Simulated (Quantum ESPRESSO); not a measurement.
# Hf (P6_3/mmc) in Quantum ESPRESSO: notebook, part 2 of 2

Quantum ESPRESSO 7.5.

**3. Relaxation of cell and atoms, PBEsol, target pressure 15 GPa, at which the enthalpy is minimised**

The input, pw.in:

```
&CONTROL
  calculation = 'vc-relax'
  prefix = 'pwscf'
  outdir = './tmp'
  pseudo_dir = './pseudo'
  tprnfor = .true.
  tstress = .true.
  disk_io = 'low'
  nstep = 40
  forc_conv_thr = 0.0004
  etot_conv_thr = 1d-05
/
&SYSTEM
  ibrav = 0
  nat = 2
  ntyp = 1
  ecutwfc = 45
  ecutrho = 360
  nbnd = 19
  occupations = 'smearing'
  smearing = 'gaussian'
  degauss = 0.00734986
/
&ELECTRONS
  conv_thr = 4d-10
  electron_maxstep = 120
  mixing_beta = 0.5
/
&IONS
  ion_dynamics = 'bfgs'
/
&CELL
  cell_dynamics = 'bfgs'
  press = 150
  press_conv_thr = 0.3
/
ATOMIC_SPECIES
Hf   178.4900 hf_pbesol_v1.uspp.F.UPF
CELL_PARAMETERS angstrom
   3.1975000000    0.0000000000    0.0000000000
  -1.5987500000    2.7691162286    0.0000000000
   0.0000000000    0.0000000000    5.0500000000
ATOMIC_POSITIONS crystal
Hf     0.3333333333    0.6666666667    0.2500000000
Hf     0.6666666667    0.3333333333    0.7500000000
K_POINTS automatic
21 21 12 0 0 0
```

Potentials or basis: GBRV 1.5 PBEsol.

On the command line:

```console
OMP_NUM_THREADS=1 pw.x -in pw.in > pw.out
```

pw.out:

```text
This program is part of the open-source Quantum ESPRESSO suite
     for quantum simulation of materials; please cite
[... 9 lines left out ...]
     --------------------
     sticks:   dense  smooth     PW     G-vecs:    dense   smooth      PW
     Sum         913     451    139                34833    12287    2129

     Using Slab Decomposition

     bravais-lattice index     =            0
     lattice parameter (alat)  =       6.0424  a.u.
     unit-cell volume          =     301.7447 (a.u.)^3
     number of atoms/cell      =            2
     number of atomic types    =            1
     number of electrons       =        24.00
     number of Kohn-Sham states=           19
     kinetic-energy cutoff     =      45.0000  Ry
     charge density cutoff     =     360.0000  Ry
     scf convergence threshold =      4.0E-10
     mixing beta               =       0.5000
     number of iterations used =            8  plain     mixing
     energy convergence thresh.=      1.0E-05
     force convergence thresh. =      4.0E-04
     press convergence thresh. =      3.0E-01
     Exchange-correlation= SLA  PW   PSX  PSC
                           (   1   4  10   8   0   0   0)
     nstep                     =           40

     celldm(1)=   6.042399  celldm(2)=   0.000000  celldm(3)=   0.000000
     celldm(4)=   0.000000  celldm(5)=   0.000000  celldm(6)=   0.000000

     crystal axes: (cart. coord. in units of alat)
               a(1) = (   1.000000   0.000000   0.000000 )
               a(2) = (  -0.500000   0.866025   0.000000 )
               a(3) = (   0.000000   0.000000   1.579359 )

     reciprocal axes: (cart. coord. in units 2 pi/alat)
               b(1) = (  1.000000  0.577350 -0.000000 )
               b(2) = (  0.000000  1.154701  0.000000 )
               b(3) = (  0.000000 -0.000000  0.633168 )

     PseudoPot. # 1 for Hf read from file:
     hf_pbesol_v1.uspp.F.UPF
     Pseudo is Ultrasoft + core correction, Zval = 12.0
     Generated by new atomic code, or converted to UPF format
     Using radial grid of  921 points,  8 beta functions with:
                l(1) =   0
                l(2) =   0
                l(3) =   0
                l(4) =   1
                l(5) =   1
                l(6) =   2
                l(7) =   2
                l(8) =   3
     Q(r) pseudized with  6 coefficients,  rinner =    1.200   1.200   1.200
                                                       1.200   1.200   1.200
                                                       1.200

     atomic species   valence    mass     pseudopotential
     Hf               12.00   178.49000     Hf( 1.00)

     24 Sym. Ops., with inversion, found (12 have fractional translation)

   Cartesian axes
[... 906 lines left out ...]
     sticks:   dense  smooth     PW     G-vecs:    dense   smooth      PW
     Sum         823     421    121                30265    10683    1833

     Using Slab Decomposition

     bravais-lattice index     =            0
     lattice parameter (alat)  =       6.0424  a.u.
     unit-cell volume          =     262.1021 (a.u.)^3
     number of atoms/cell      =            2
     number of atomic types    =            1
     number of electrons       =        24.00
     number of Kohn-Sham states=           19
     kinetic-energy cutoff     =      45.0000  Ry
     charge density cutoff     =     360.0000  Ry
     scf convergence threshold =      4.0E-12
     mixing beta               =       0.5000
     number of iterations used =            8  plain     mixing
     press convergence thresh. =      3.0E-01
     Exchange-correlation= SLA  PW   PSX  PSC
                           (   1   4  10   8   0   0   0)

     celldm(1)=   6.042399  celldm(2)=   0.000000  celldm(3)=   0.000000
     celldm(4)=   0.000000  celldm(5)=   0.000000  celldm(6)=   0.000000

     crystal axes: (cart. coord. in units of alat)
               a(1) = (   0.951921   0.000000  -0.000000 )
               a(2) = (  -0.475960   0.824388  -0.000000 )
               a(3) = (   0.000000   0.000000   1.513944 )

     reciprocal axes: (cart. coord. in units 2 pi/alat)
               b(1) = (  1.050507  0.606511 -0.000000 )
               b(2) = ( -0.000000  1.213021 -0.000000 )
               b(3) = (  0.000000  0.000000  0.660526 )

     PseudoPot. # 1 for Hf read from file:
     hf_pbesol_v1.uspp.F.UPF
     Pseudo is Ultrasoft + core correction, Zval = 12.0
     Generated by new atomic code, or converted to UPF format
     Using radial grid of  921 points,  8 beta functions with:
                l(1) =   0
                l(2) =   0
                l(3) =   0
                l(4) =   1
                l(5) =   1
                l(6) =   2
                l(7) =   2
                l(8) =   3
     Q(r) pseudized with  6 coefficients,  rinner =    1.200   1.200   1.200
                                                       1.200   1.200   1.200
                                                       1.200

     atomic species   valence    mass     pseudopotential
     Hf               12.00   178.49000     Hf( 1.00)

     24 Sym. Ops., with inversion, found (12 have fractional translation)

   Cartesian axes

     site n.     atom                  positions (alat units)
         1        Hf     tau(   1) = (  -0.0000000   0.5495918   0.3784860  )
         2        Hf     tau(   2) = (   0.4759605   0.2747959   1.1354579  )

     number of k points=   336  Gaussian smearing, width (Ry)=  0.0073

     Number of k-points >= 100: set verbosity='high' to print them.

     Dense  grid:    30265 G-vectors     FFT dimensions: (  36,  36,  60)

     Smooth grid:    10683 G-vectors     FFT dimensions: (  25,  25,  40)

     Initial potential from superposition of free atoms

     starting charge      20.0000, renormalised to      24.0000

     negative rho (up, down):  2.547E-01 0.000E+00
     Starting wfcs are   26 randomized atomic wfcs

     Self-consistent Calculation

     iteration #  1     ecut=    45.00 Ry     beta= 0.50
     Davidson diagonalization with overlap
     c_bands:  1 eigenvalues not converged
     c_bands:  1 eigenvalues not converged
     c_bands:  1 eigenvalues not converged
     c_bands:  1 eigenvalues not converged
     c_bands:  1 eigenvalues not converged
     c_bands:  1 eigenvalues not converged
[... 140 lines left out ...]
     negative rho (up, down):  2.206E-01 0.000E+00
          total   stress  (Ry/bohr**3)                   (kbar)     P=      147.53
   0.00100264   0.00000000   0.00000000          147.49        0.00        0.00
   0.00000000   0.00100264   0.00000000            0.00      147.49        0.00
   0.00000000   0.00000000   0.00100338            0.00        0.00      147.60

=------------------------------------------------------------------------------=
   JOB DONE.
=------------------------------------------------------------------------------=
```

Run time: 18 min. Hardware: 1 thread of AMD EPYC 7R43 (Zen 3), shared host; peak memory 0.48 GiB.

What came out:

```yaml
Free_energy: -4313.7588 eV
Relaxed_volume: 19.42 Å³/atom
Relaxed_cell: a = 3.044 Å, b = 3.044 Å, c = 4.841 Å, α = 90.00°, β = 90.00°, γ = 120.00°
Space_group_after_relaxing_to_0.05_Å: P6_3/mmc (No. 194)
Energy_change_on_relaxing_the_enthalpy_is_what_falls: +88.0 meV/atom
Ionic_steps: 7
Pressure_after_relaxing: 14.8 GPa
Band_gap_on_the_k_mesh: none (metal or under the smearing width)
```

The path:
| step | energy change (eV) | largest force (eV/Å) | pressure (GPa) | volume (Å³) |
| --- | --- | --- | --- | --- |
| 1 | 0.0000 | 0.0000 | -3.60 | 44.71 |
| 2 | 0.0492 | 0.0000 | 8.25 | 40.61 |
| 3 | 0.2010 | 0.0000 | 16.14 | 38.59 |
| 4 | 0.1745 | 0.0000 | 14.96 | 38.86 |
| 5 | 0.1741 | 0.0000 | 14.94 | 38.86 |
| 6 | 0.1753 | 0.0000 | 14.98 | 38.85 |
| 7 | 0.1759 | 0.0000 | 15.00 | 38.84 |

Final structure:
```
Hf
1.0
     3.04377    0.00000    0.00000
    -1.52188    2.63598    0.00000
     0.00000    0.00000    4.84084
Hf
2
Cartesian
  0.0000 1.7573 1.2102
  1.5219 0.8787 3.6306
```

Levels at points of the mesh, in eV from the Fermi level:
```tsv
k point	band 9	band 10	band 11	band 12	band 13	band 14	band 15	band 16
(0.00, 0.00, 0.00)	-7.87	-4.21	1.18	1.18	1.18	1.45	2.15	2.15
(0.00, 0.00, -0.50)	-5.64	-5.64	0.06	0.06	1.06	1.06	1.06	1.06
```

**4. Relaxation of cell and atoms, PBEsol, target pressure 30 GPa, at which the enthalpy is minimised**

Edit pw.in of step 3 so:

```diff
@@ -33,3 +33,3 @@
   cell_dynamics = 'bfgs'
-  press = 150
+  press = 300
   press_conv_thr = 0.3
```

On the command line:

```console
OMP_NUM_THREADS=1 pw.x -in pw.in > pw.out
```

It took 18 min on 1 thread of AMD EPYC 7R43 (Zen 3), shared host; peak memory 0.48 GiB.

It converged, with:

| Item | Value |
| --- | --- |
| Free energy | -4313.3381 eV |
| Relaxed volume | 17.90 Å³/atom |
| Relaxed cell | a = 2.954 Å, b = 2.954 Å, c = 4.735 Å, α = 90.00°, β = 90.00°, γ = 120.00° |
| Space group after relaxing (to 0.05 Å) | P6_3/mmc (No. 194) |
| Energy change on relaxing (the enthalpy is what falls) | +297.8 meV/atom |
| Ionic steps | 7 |
| Pressure after relaxing | 29.7 GPa |
| Band gap on the k mesh | none (metal or under the smearing width) |

Step by step:
| step | energy change (eV) | largest force (eV/Å) | pressure (GPa) | volume (Å³) |
| --- | --- | --- | --- | --- |
| 1 | 0.0000 | 0.0000 | -3.60 | 44.71 |
| 2 | 0.3296 | 0.0000 | 21.22 | 37.48 |
| 3 | 0.6640 | 0.0000 | 32.16 | 35.45 |
| 4 | 0.5930 | 0.0000 | 29.99 | 35.82 |
| 5 | 0.5889 | 0.0000 | 29.84 | 35.84 |
| 6 | 0.5940 | 0.0000 | 29.94 | 35.81 |
| 7 | 0.5957 | 0.0000 | 29.99 | 35.80 |

Final structure:
```yaml
crystal:
  lattice:
    - [2.95449, 0.00000, 0.00000]
    - [-1.47725, 2.55866, 0.00000]
    - [0.00000, 0.00000, 4.73532]
  atoms:
    - { symbol: Hf, position: [0.33333, 0.66667, 0.25000] }
    - { symbol: Hf, position: [0.66667, 0.33333, 0.75000] }
```

Levels at points of the mesh, in eV from the Fermi level:
```csv
k point,band 8,band 9,band 10,band 11,band 12,band 13,band 14,band 15,band 16,band 17
"(0.00, 0.00, 0.00)",-29.33,-8.11,-4.53,1.17,1.17,1.37,1.56,2.23,2.23,3.20
"(0.00, 0.00, -0.50)",-29.45,-5.74,-5.74,0.00,0.00,1.07,1.07,1.07,1.07,5.98
```

Caveat: the volume moved by over 15 % at a fixed basis, so the end points are rough.

**5. The runs side by side**

| cell | gap on the mesh (eV) | pressure (GPa) |
| --- | --- | --- |
| relaxed to 0.3 kbar | none | -0.1 |
| relaxed to 15 GPa | none | 14.8 |
| relaxed to 30 GPa | none | 29.7 |

Alike in all rows: task relaxation of cell and atoms; level PBEsol; potentials or basis GBRV 1.5 PBEsol; no spin polarisation; k mesh 21 × 21 × 12; cutoff (eV) 612; smearing gaussian 0.1 eV.

Caveats: the volume moved by over 15 % at a fixed basis, so the end points are rough (some runs).

Absolute energies hang on the potentials; compare differences alone.
